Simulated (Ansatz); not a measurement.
# Si5C3: the cost of one run

Method: DFT PBE, scalar-relativistic, plane waves, PAW, in Ansatz 0.2.0.

**1. The starting structure**

The cell holds 16 atoms (C6Si10): a = 6.649 Å, b = 6.649 Å, c = 6.649 Å, α = 60.00°, β = 60.00°, γ = 60.00°.

The sites of an ideal diamond lattice, at a guessed lattice constant, take 6 C, 10 Si (sublattices apart by semicolons), with a shake of 0.02 Å. Warren-Cowley parameters of the first shell (negative: unlike neighbours preferred): C-Si +0.20. In a cell this small the draw can fall short of the order aimed at.

As a file:

```
C Si
1.0
    -4.70148    4.70148    0.00000
    -4.70148    0.00000    4.70148
     0.00000    4.70148    4.70148
C Si
6 10
Direct
  0.50074 0.99517 0.99884
  0.50315 0.49438 0.50165
  0.36961 0.87577 0.37920
  0.37150 0.37511 0.37475
  0.37248 0.87379 0.87117
  0.37418 0.37313 0.87588
  0.00437 0.99892 0.99793
  0.99853 0.49886 0.00272
  0.99710 0.00432 0.50614
  0.49884 0.49926 0.99642
  0.49078 0.00830 0.50205
  0.99968 0.50253 0.50098
  0.87259 0.86993 0.37730
  0.87350 0.37636 0.37218
  0.87952 0.87374 0.87533
  0.87727 0.37339 0.87147
```

**2. Relaxing on a coarse mesh**

A cheap relaxation: coarse mesh, no symmetry, loose thresholds.

Contents of input.yaml:

```yaml
crystal:
  lattice:
    - [-4.70147872, 4.70147872, 0.0]
    - [-4.70147872, 0.0, 4.70147872]
    - [0.0, 4.70147872, 4.70147872]
  atoms:
    - { symbol: C, position: [0.5007353737, 0.9951695449, 0.9988389847] }
    - { symbol: C, position: [0.5031515983, 0.4943839848, 0.5016485749] }
    - { symbol: C, position: [0.3696125782, 0.8757651999, 0.3792030459] }
    - { symbol: C, position: [0.3715041767, 0.3751078319, 0.3747537798] }
    - { symbol: C, position: [0.3724818069, 0.8737929125, 0.8711655155] }
    - { symbol: C, position: [0.3741758658, 0.373125805, 0.8758797692] }
    - { symbol: Si, position: [0.0043743101, 0.9989176098, 0.9979306836] }
    - { symbol: Si, position: [0.9985313086, 0.4988625265, 0.0027218032] }
    - { symbol: Si, position: [0.9970991877, 0.0043210131, 0.5061397488] }
    - { symbol: Si, position: [0.4988441102, 0.4992617682, 0.9964218139] }
    - { symbol: Si, position: [0.4907794425, 0.0083005038, 0.5020481522] }
    - { symbol: Si, position: [0.999683006, 0.5025305569, 0.5009816092] }
    - { symbol: Si, position: [0.8725858478, 0.8699314939, 0.3772971164] }
    - { symbol: Si, position: [0.8734962857, 0.3763628319, 0.3721816181] }
    - { symbol: Si, position: [0.8795241144, 0.8737420289, 0.8753321761] }
    - { symbol: Si, position: [0.877272337, 0.3733930701, 0.8714711115] }
  symmetry: { detect: false }
basis:
  ecutwfc: 420
kpoints:
  mp_grid: { grid: [3, 3, 3], shift: [0.0, 0.0, 0.0] }
hamiltonian:
  xc: pbe
scf:
  occupations: { method: gaussian, width: 0.1 }
  lower_state_search: "off"
output:
  forces: true
  stress: true
  eigenvalues: true
relax:
  adjacent_minimum: "off"
  f_tol: 0.04
  max_steps: 50
  cell: { stress_tol: 0.3 }
```

Run with:

```console
> ansatz run input.yaml --threads 4 --pin off --max-ram 9216MiB --backend cpu --events-out ev --progress --plain --runs-dir out
```

Q: Estimate wall time and peak memory on 4 threads of AMD EPYC 9R45 (Zen 5), shared host.

About 30 s, with a peak of 0.65 GiB.
